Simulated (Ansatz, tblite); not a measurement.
## A script for WS2 (GFN2-xTB)

These are simulated results from tblite 0.8.0, not measurements. The cell was built from a prototype and was relaxed with r2SCAN+rVV10 in plane waves (Ansatz 0.2.0). Not every such cell is a known phase. All runs are without spin polarisation.

It is hexagonal, P6_3/mmc (No. 194); conventional cell a = 3.170 Å, c = 12.491 Å, 18.12 Å³ an atom. Around W lie 6 S at 2.41 Å; around S lie 3 W at 2.41 Å.

tblite solves periodic systems at the zone centre alone, so the script builds a cluster of 3×3×1 conventional cells (54 atoms), which folds in a coarse mesh of k points.

Input script:

```python
import json
from ase import Atoms
from ase.build import make_supercell
from ase.units import Bohr, GPa, Hartree
from tblite.interface import Calculator

atoms = Atoms(['W', 'W', 'S', 'S', 'S', 'S'],
              cell=[[3.169946, -0.0, 0.0], [-1.584973, 2.745254, 0.0], [0.0, 0.0, 12.491071]],
              scaled_positions=[[0.333333, 0.666667, 0.25], [0.666667, 0.333333, 0.75], [0.666667, 0.333333, 0.375108], [0.666667, 0.333333, 0.124892], [0.333333, 0.666667, 0.875108], [0.333333, 0.666667, 0.624892]],
              pbc=True)
cluster = make_supercell(atoms, [[3, 0, 0], [0, 3, 0], [0, 0, 1]])
calc = Calculator('GFN2-xTB', cluster.numbers, cluster.positions / Bohr, lattice=cluster.cell[:] / Bohr, periodic=cluster.pbc)
calc.set('temperature', 0.02 / Hartree)
calc.set('max-iter', 150)
res = calc.singlepoint()
levels = res.get('orbital-energies') * Hartree
nv = round(res.get('orbital-occupations').sum() / 2)
cells = len(cluster) // len(atoms)
out = {'energy_per_cell': res.get('energy') * Hartree / cells, 'homo': levels[nv - 1], 'lumo': levels[nv],
       'stress': (-res.get('virial') * Hartree / cluster.get_volume() / GPa).tolist(), 'charges': res.get('charges')[:len(atoms)].tolist(), 'electrons': 2 * nv / cells}
json.dump(out, open('results.json', 'w'))
for key, value in out.items():
    print(key, value)
```

Command: `python run.py`. It took 5.6 s on 1 thread of Arm Neoverse V2 (shared host), peak memory 0.12 GiB.

The log:

```
------------------------------------------------------------
  cycle        total energy    energy error   density error
------------------------------------------------------------
      1     -157.1374515473  -1.5780189E+02   4.9346835E-01
      2     -95.28662666039   6.1850825E+01   1.3415460E+00
      3     -161.1315484129  -6.5844922E+01   5.6183674E-01
      4     -157.0391788976   4.0923695E+00   3.7830283E-01
      5     -163.5343993031  -6.4952204E+00   2.3129813E-01
      6     -164.1377392935  -6.0333999E-01   8.1129623E-02
      7     -164.1901731310  -5.2433837E-02   1.0355931E-01
      8     -164.3752768961  -1.8510377E-01   7.0656295E-02
      9     -164.4565941176  -8.1317221E-02   3.5786477E-02
     10     -164.4740809267  -1.7486809E-02   1.4924819E-02
     11     -164.4844140367  -1.0333110E-02   8.1749599E-03
     12     -164.4863677654  -1.9537286E-03   3.7410358E-03
     13     -164.4867146949  -3.4692957E-04   2.8091099E-03
     14     -164.4868696443  -1.5494936E-04   2.7718491E-03
     15     -164.4870204095  -1.5076520E-04   1.5115611E-03
     16     -164.4870808886  -6.0479059E-05   7.8282982E-04
     17     -164.4870930608  -1.2172231E-05   3.0480316E-04
     18     -164.4870937770  -7.1623012E-07   3.6401937E-04
     19     -164.4870957971  -2.0200637E-06   2.1287038E-04
     20     -164.4870963055  -5.0842931E-07   1.4827945E-04
     21     -164.4870963473  -4.1736172E-08   1.2897793E-04
     22     -164.4870967731  -4.2579688E-07   6.8464938E-05
     23     -164.4870968916  -1.1849946E-07   7.3682133E-06
------------------------------------------------------------

 total:                                   5.087 sec
energy_per_cell -497.32465439373146
homo -9.441793784617127
lumo -8.055852614109323
stress [[4.094399159523777, 6.83450026234055e-05, 9.793819316179943e-07], [6.834500262328773e-05, 4.094467426194363, -5.666487233547887e-07], [9.793819316012078e-07, -5.66648723386025e-07, 6.277951891931984]]
charges [-0.12826914564799552, -0.1282691461395261, 0.06412500603645613, 0.0641240351160035, 0.06412402779658183, 0.06412499866360692]
electrons 36.0
```

The cycle table is in hartree for the whole cluster, and the lines after it are in eV (the energy for one cell). The printed stress is in GPa and positive in compression, and the pressure is its mean diagonal.

GFN2-xTB gives a gap of 1.39 eV. On the same cell, plane-wave PBE (Ansatz, 12×12×2 k points and the special points) gives a gap of 1.04 eV and r2SCAN a gap of 1.15 eV; on shared hosts these took about 6.8 and 17 core-seconds on the 6-atom cell, against 5.6 for the script. Spin-orbit coupling, left out in all these runs, can cut or reorder the gap by tenths of an eV, up to about 1 eV with Pb or Bi. xTB was fitted to molecules, so gaps, charges and pressures of solids can be far off, and the gap also depends on the size of the cluster.

The same script was run on cells scaled at fixed shape and fractional coordinates:

| volume (Å³/atom) | energy (meV/atom) | pressure (GPa, positive in compression) | gap (eV) |
| --- | --- | --- | --- |
| 15.94 | 187.4 | 25.25 | 1.81 |
| 17.03 | 58.5 | 13.02 | 1.59 |
| 18.12 | 0.0 | 4.82 | 1.39 |
| 19.20 | -13.3 | -0.59 | 1.21 |
| 20.29 | 3.1 | -4.31 | 1.06 |

A Birch-Murnaghan fit puts the minimum at 19.07 Å³/atom, 5.2 % above the given cell, with a bulk modulus of 79 GPa at fixed shape.

xTB was fitted mostly to molecules, and a small cluster samples few k points, so gaps, pressures and kinks along a curve can be far from a solid's.

No spin-orbit coupling is included; it can move band edges with weight on the heavy atoms by tenths of an eV.
